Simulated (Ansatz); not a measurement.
Working through a calculation of the elastic constants of HfC, space group P6_3/mmc

With Ansatz 0.2.0, Python API.

Typed at the interpreter:
```pycon
>>> import ansatz as az
>>> from ase import Atoms
>>> import numpy as np
>>> SMEARING = "fermi_dirac"
>>> MESH = (15, 15, 9)
>>> atoms = Atoms(
...     ["Hf", "Hf", "C", "C"],
...     scaled_positions=[
...         [2 / 3, 1 / 3, 0.75],
...         [1 / 3, 2 / 3, 0.25],
...         [0.0, 0.0, 0.0],
...         [0.0, 0.0, 0.5],
...     ],
...     cell=[
...         [3.34287, 0.0, 0.0],
...         [-1.67143, 2.89501, 0.0],
...         [0.0, 0.0, 5.20271],
...     ],
...     pbc=True,
... )
>>> structure = az.Crystal.from_ase(atoms)
>>> [site.symbol for site in structure.resolved().sites]
['Hf', 'Hf', 'C', 'C']
>>> setup = (
...     structure.calculation()
...     .functional(az.Functional.LDA)
...     .occupations(SMEARING)  # the run then minimises F = E - TS
...     .kpoints(*MESH)
... )
>>> res = setup.elastic("relaxed_ion").run(threads=1, pin="off")
DeckWarning: basis.ecutwfc = 420 eV, auto-derived from the records' recommended cutoffs: set by Hf (normal level)
>>> elastic = res.elastic
>>> print("C_ij (GPa), Voigt order xx yy zz yz xz xy")
C_ij (GPa), Voigt order xx yy zz yz xz xy
>>> for row in elastic.c_gpa:
...     print(" ".join(f"{value:8.1f}" for value in row))
...
   399.0    109.1    126.9     -0.0     -0.0     -0.0
   109.1    399.0    126.9     -0.0     -0.0     -0.0
   129.1    129.1    344.7     -0.0     -0.0     -0.0
    -0.0      0.0      0.0    168.7     -0.0     -0.0
    -0.0      0.0      0.0      0.0    168.7      0.0
     0.0     -0.0      0.0      0.0     -0.0    145.0
>>> print("smallest eigenvalue of C:", round(elastic.stability.min_eigenvalue_gpa, 1), "GPa; tensor positive definite:", elastic.stability.min_eigenvalue_gpa > 0)
smallest eigenvalue of C: 145.0 GPa; tensor positive definite: True
>>> # averaged moduli need a positive definite tensor
>>> if elastic.stability.min_eigenvalue_gpa > 0:
...     m = elastic.moduli
...     print(f"K = {m.k_hill_gpa:.1f}, G = {m.g_hill_gpa:.1f}, E = {m.youngs_gpa:.1f} GPa, Poisson ratio {m.poisson:.3f}, K/G = {m.k_hill_gpa / m.g_hill_gpa:.2f}")
...
K = 207.9, G = 146.8, E = 356.5 GPa, Poisson ratio 0.214, K/G = 1.42
```

Caveats:
- Spin is left out of this run.
- The cell isn't relaxed first, so the values belong to this volume.
- A positive definite tensor excludes instabilities under uniform strain alone; phonons elsewhere in the zone can still be imaginary.
- The cell stands under an uneven stress, so these stress-strain coefficients aren't symmetric, and eigenvalues smaller than that stress decide nothing.
- Spin-orbit coupling, which matters for elements this heavy, is left out.
- The structure comes from a database of computed cells and needn't be a stable or known phase.
- Warnings are shown shortened and without file and line.
- Shear constants of a metal converge slowly with the k-point mesh and can be wrong in sign on a coarse one; the constants belong to the cell that was strained.
- Hardware and time: 34 min on 1 thread of Arm Neoverse V1 (shared host), peak memory 1.5 GiB.

(A comment or docstring line of the script was reworded after the run, the code is as it ran.)
